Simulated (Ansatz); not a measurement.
# CaB3C3: the cost of one run

Program: Ansatz 0.2.0. Level of theory: DFT PBE, scalar-relativistic, plane waves, PAW. These are calculated values, not measurements.

## Step 1: Starting point

It takes space group P4/mmm (No. 123, tetragonal). Conventional cell: a = 3.236 Å, b = 3.236 Å, c = 7.838 Å, α = 90.00°, β = 90.00°, γ = 90.00°. Around Ca (site symmetry 4/mmm) lie 2 C at 2.18 Å. B (site symmetry 4/mmm) is surrounded by 2 C at 1.74 Å. B (site symmetry 4mm) has 1 C at 1.49 Å as nearest neighbours. Around C (site symmetry 4mm) lie 1 B at 1.74 Å and 1 Ca at 2.18 Å. C (site symmetry 4/mmm) is surrounded by 2 B at 1.49 Å.

As a file:

```cif
data_structure
_symmetry_space_group_name_H-M 'P4/mmm'
_symmetry_Int_Tables_number 123
_cell_length_a 3.2364
_cell_length_b 3.2364
_cell_length_c 7.8385
_cell_angle_alpha 90.000
_cell_angle_beta 90.000
_cell_angle_gamma 90.000
_cell_volume 82.10
loop_
_atom_site_label
_atom_site_type_symbol
_atom_site_symmetry_multiplicity
_atom_site_Wyckoff_symbol
_atom_site_fract_x
_atom_site_fract_y
_atom_site_fract_z
_atom_site_occupancy
Ca1 Ca 1 b 0.00000 0.00000 0.50000 1
B1 B 1 a 0.00000 0.00000 0.00000 1
B2 B 2 h 0.50000 0.50000 0.81018 1
C1 C 2 g 0.00000 0.00000 0.77849 1
C2 C 1 c 0.50000 0.50000 0.00000 1
```

A structure generator made this guess: random cell by space group and Wyckoff sites (P4/mmm, No. 123). Its size is a rough estimate.

## Step 2: Probe: one point on a coarse mesh

File input.yaml:

```yaml
crystal:
  lattice:
    - [3.23640992, 0.0, 0.0]
    - [0.0, 3.23640992, 0.0]
    - [0.0, 0.0, 7.83846117]
  atoms:
    - { symbol: Ca, position: [0.0, 0.0, 0.5] }
    - { symbol: B, position: [0.0, 0.0, 0.0] }
    - { symbol: B, position: [0.5, 0.5, 0.81018456] }
    - { symbol: B, position: [0.5, 0.5, 0.18981544] }
    - { symbol: C, position: [0.0, 0.0, 0.77849462] }
    - { symbol: C, position: [0.0, 0.0, 0.22150538] }
    - { symbol: C, position: [0.5, 0.5, 0.0] }
basis:
  ecutwfc: 420
kpoints:
  mp_grid: { grid: [6, 6, 2] }
hamiltonian:
  xc: pbe
scf:
  occupations: { method: gaussian, width: 0.1 }
  lower_state_search: "off"
output:
  forces: true
  stress: true
  eigenvalues: true
```

Run with:

```
$ ansatz run input.yaml --threads 1 --pin off --max-ram 2048MiB --backend cpu --events-out ev --progress --plain --runs-dir out
```

Q: Estimate wall time and peak memory on 1 thread of Intel Xeon Platinum 8259CL at 2.50GHz (Skylake/Cascade Lake), shared host.

About 4.1 s, with a peak of 0.47 GiB.
